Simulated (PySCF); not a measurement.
Molecule: ClGeBrH2, in a box.

```
Cl Ge Br H
1.0
    13.00000    0.00000    0.00000
     0.00000   12.00000    0.00000
     0.00000    0.00000   12.00000
Cl Ge Br H
1 1 1 2
Direct
  0.37192 0.52059 0.59219
  0.50498 0.48857 0.49202
  0.63008 0.41170 0.60268
  0.47528 0.40332 0.40298
  0.54447 0.60018 0.44793
```

Base run:

| Item | Value |
| --- | --- |
| Program | PySCF 2.14.0 |
| Functional | PBE50 |
| Potentials or basis | 6-31g* (all-electron) |
| k mesh | 1 × 1 × 1 |
| Occupations | fixed |
| Spin | no spin polarisation |

Its results: gap between the frontier levels 9.85 eV.

Problem. After a change of settings the same cell gave: gap between the frontier levels 7.58 eV. Which change was it?
A. functional from PBE50 to PBE0; dispersion from none to D3
B. functional from PBE50 to revPBE; dispersion from none to D3(OP)
C. functional from PBE50 to wB97X

Solution. A.

Caveats: this is a molecule in a periodic box at the Γ point, so its band gap is the HOMO-LUMO gap; relativity is left out, which matters for the heavier elements; the basis of atomic orbitals isn't converged, which shifts pressures, moduli and gaps.

Runs at the PBE level aren't shown here.
